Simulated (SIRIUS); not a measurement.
**Pb in SIRIUS: the effect of dispersion**

Pb:

```
Pb
1.0
     3.50021    0.00000    0.00000
     1.75010    3.03127    0.00000
     1.75010    1.01042    2.85791
Pb
1
Direct
  0.00000 0.00000 0.00000
```

Alike in all runs:

| Item | Value |
| --- | --- |
| Program | SIRIUS 7.12.0 |
| Task | equation of state |
| Functional | PBE |
| Potentials or basis | all-electron FP-LAPW |
| Cutoff | 157 eV |
| Basis | apw+lo standard |
| k mesh | 9 × 9 × 9 |
| Occupations | fermi-dirac, width 0.05 eV |
| Spin | no spin polarisation |

| dispersion | V0 of scaled cells (Å³/atom) | B0 (GPa) |
| --- | --- | --- |
| none | 31.85 | 42 |
| D3 | ? | ? |
| D3(BJ) | 30.38 | 46 |
| D4 | 30.40 | 47 |

Problem. What does the run with dispersion D3 give?

Solution. V0 of scaled cells 30.77 Å³/atom; B0 45 GPa.

Caveats: the basis cutoff falls short for Ag, Pd and Pb here, so volumes come out up to a per cent or two small and moduli rough.
